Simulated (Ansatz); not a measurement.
# F3HSSi: the cost of one run

Method: PBE0-D4/def2-TZVP structures, single points in def2-TZVPP, no counterpoise correction; program: Ansatz 0.2.0, Gaussian basis.

Levels: SPW92, PBE-D4, BLYP-D4, r2SCAN-D4, B97M-V, PBE0-D4, B3LYP-D4, r2SCAN0-D4, BHLYP-D4, CAM-B3LYP-D4, wB97X-V, wB97M-V, B2PLYP, PBE-QIDH, RPA on PBE, Hartree-Fock, MP2, CCSD, CCSD(T).

Cores are frozen in the correlated methods. The 3s and 3p shells of Cu and Zn are frozen; filled d shells are correlated. B3LYP uses VWN-RPA correlation. B2PLYP carries no dispersion term here.

95 further runs of the same task are left out: 1 that didn't finish, 94 set aside as unsound or not needed.

**1. The starting structure**

The complex: 10 atoms, charge 0, spin multiplicity 1.

Atoms are counted from 1 here; the program's logs count them from 0.

Bond lengths: Si1–F3 1.575 Å, Si1–F4 1.567 Å, Si1–F5 1.567 Å, Si1–S7 2.105 Å, F2–Zn8 1.783 Å, H6–S7 1.355 Å, Zn8–S9 2.153 Å, S9–H10 1.344 Å. Angles: F3–Si1–F4 108.4°, F3–Si1–F5 107.6°, F3–Si1–S7 111.2°, F4–Si1–F5 109.5°, F4–Si1–S7 107.9°, F5–Si1–S7 112.2°, Si1–S7–H6 92.0°, F2–Zn8–S9 169.3°, Zn8–S9–H10 94.0°.

Geometry (Å):

```xyz
10
charge 0, multiplicity 1
Si   -1.28579    1.13532   -0.48745
F     2.09496   -0.25679   -1.02940
F    -1.18313   -0.29950   -1.12804
F    -2.59366    1.20166    0.37308
F    -1.37741    2.17235   -1.65872
H     1.21076    1.55699   -0.25631
S     0.34568    1.51787    0.78583
Zn    1.27149   -1.09353    0.31291
S     0.51162   -2.41377    1.83506
H     1.00538   -3.52048    1.25304
```

Its parts: F₃HSSi holds atoms 1, 3, 4, 5, 6, 7; FHSZn holds atoms 2, 8, 9, 10. Each part counts its atoms afresh in its own runs.

**2. Relaxing F₃HSSi alone**

relax-a/in.yaml

```yaml
crystal:
  periodic: [false, false, false]
  atoms:
    - {symbol: Si, position_ang: [-1.285790, 1.135316, -0.487454]}
    - {symbol: F, position_ang: [-1.183126, -0.299500, -1.128044]}
    - {symbol: F, position_ang: [-2.593655, 1.201660, 0.373084]}
    - {symbol: F, position_ang: [-1.377412, 2.172348, -1.658721]}
    - {symbol: H, position_ang: [1.210756, 1.556988, -0.256305]}
    - {symbol: S, position_ang: [0.345683, 1.517869, 0.785829]}
basis:
  gaussian: {orbitals: def2-TZVP}
hamiltonian: {xc: pbe0, dispersion: d4}
relax: {f_tol: 0.005, max_steps: 200}
```

Started as:

```bash
ansatz run in.yaml --threads 4 --pin off --events-out ev --progress --plain --max-ram 46080MiB --backend cuda --devices 0, --max-vram 37GiB
```

Q: Estimate wall time and peak memory on 1 × a share of an NVIDIA H100 with 4 threads of AMD EPYC 7R13, shared host.

About 8 s, with a peak of 0.87 GiB on the host.
